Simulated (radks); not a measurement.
**V¹⁰⁺ in [Ne] 3s1 3p1 4f1: an all-electron calculation**

The task here is to estimate one member of a computed series from the others.

Program: radks (a radial shooting solver on a logarithmic mesh, Libxc functionals) version 1. Level of theory: non-relativistic Kohn-Sham, PBEsol, spin-polarised, spherical densities, point nucleus; open shells are filled with parallel spins first. These are calculated values, not measurements, unless marked.

## What is computed

```
element       : vanadium (Z = 23)
charge        : +10
electrons     : 13
configuration : [Ne] 3s1 3p1 4f1
```

The outer shells:

V¹⁰⁺
```
[Ne] core
3s [↑ ]
3p [↑ ][  ][  ]
4f [↑ ][  ][  ][  ][  ][  ][  ]
```

The first run:

The run's settings:

```text
Z 23
configuration [Ne] 3s1 3p1 4f1 4s0 3d0 4p0 5f0
relativity non-relativistic
functional pbe_sol,pbe_sol
spin polarised
nucleus point
```

One of the session's tables, all rows but one given; the rest of the session is left out.

It belongs to the step «Orbitals and density». From the orbitals of this run (lengths in bohr):

```
  level      <r>  outermost maximum (interpolated)  90 % within  nodes
  1s up  0.06707                            0.0441        0.120      0
1s down  0.06707                            0.0441        0.120      0
  2s up   0.3081                             0.257        0.477      1
2s down   0.3077                             0.257        0.476      1
  2p up   0.2715                             0.208        0.445      0
2p down   0.2712                             0.208        0.444      0
  3s up   0.8201                             0.758         1.19      2
  3p up   0.8198                             0.751         1.21      1
  3d up        ?                                 ?            ?      ?
  4s up    1.623                              1.61         2.29      3
  4p up    1.663                              1.65         2.37      2
  4f up    1.522                              1.34         2.22      0
  5f up    2.765                              2.86         3.94      1
```

**Question.** Estimate the row for 3d up.

As computed: <r>: 0.7789; outermost maximum (interpolated): 0.658; 90 % within: 1.20; nodes: 0. In the column «<r>» it lies between 2s up (0.3081) and 3p up (0.8198).
